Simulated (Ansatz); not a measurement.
# AlGaPH (singlet): from Hartree-Fock to the top rungs at a displaced geometry (v1), cc-pVDZ

The task here is to estimate one member of a computed series from the others.

The runs use Ansatz 0.2.0, Gaussian basis; cc-pVDZ, core rule «outside noble gas», up to 24 orbitals frozen.

To be run: UHF; CCSD(T) on RHF; CCSD(T) on UHF; BCCD(T) on RHF; CISD; CCSDT(Q) on RHF; CCSDT(Q) on UHF; CASSCF and MRCISD+Q, 8 electrons in 8 orbitals; CASSCF and NEVPT2, 8 electrons in 8 orbitals.

19 further runs of the same task are left out: 3 for a known fault of the program, 7 that didn't finish, 9 set aside as unsound or not needed. Runs told in other sessions of the task aren't counted.

## The geometry

The geometry is a PBE0/def2-TZVP stationary point (not a proven minimum) with its atoms shifted at random (size 0.040 Å). No spin-orbit coupling is included. The filled d shell of Ga may be among the frozen orbitals whatever the setting's name suggests.

4 atoms, charge 0, spin multiplicity 1.

Atoms are counted from 1 here; the program's logs count them from 0.

Bond lengths: Al1–P3 2.284 Å, Ga2–P3 2.096 Å, Ga2–H4 1.536 Å. Angles: P3–Ga2–H4 178.9°, Al1–P3–Ga2 95.9°.

The first run:

Input file in.yaml:

```yaml
crystal:
  periodic: [false, false, false]
  atoms:
    - {symbol: Al, position_ang: [-0.010457, 0.669034, -2.145262]}
    - {symbol: Ga, position_ang: [-0.011290, 0.186280, 1.075004]}
    - {symbol: P, position_ang: [0.036674, -1.036775, -0.627058]}
    - {symbol: H, position_ang: [-0.066103, 1.064775, 2.333802]}
basis:
  gaussian: {orbitals: cc-pVDZ}
magnetization: {spin_polarized: true, initial_magnetization: 0}
hamiltonian: {xc: hf}
output: {orbitals: {seedname: orbitals}}
```

On the command line:

```sh
$ ansatz run in.yaml --threads 1 --pin off --events-out ev --progress --plain --max-ram 2393MiB
```

Steps of the session up to this table: UHF; CCSD(T) on RHF; CCSD(T) on UHF; BCCD(T) on RHF; CISD; CCSDT(Q) on RHF; CCSDT(Q) on UHF; CASSCF and MRCISD+Q, 8 electrons in 8 orbitals; CASSCF and NEVPT2, 8 electrons in 8 orbitals.

One of the session's tables, all rows but one given; the rest of the session is left out.

```
           method  from RCCSDT(Q) (kJ/mol)
              RHF                   +703.2
              UHF                   +702.9
             RMP2                   +121.3
            RCCSD                        ?
         RCCSD(T)                     +6.5
          BCCD(T)                     +6.3
           RCCSDT                     +3.4
        RCCSDT(Q)                        0
  CASSCF frontier                   +515.1
  NEVPT2 frontier                   +129.9
  MRCISD frontier                    +66.0
MRCISD+Q frontier                    +11.6
```

**Question.** Estimate the row for RCCSD.

As computed: from RCCSDT(Q) (kJ/mol): +40.6. In the column «from RCCSDT(Q) (kJ/mol)» it lies between MRCISD+Q frontier (+11.6) and MRCISD frontier (+66.0).

Not comparable, so not listed: CCSD(T) on UHF; CCSDT(Q) on UHF (they don't share determinant, frozen orbitals or solution with the rows shown, or repeat one).
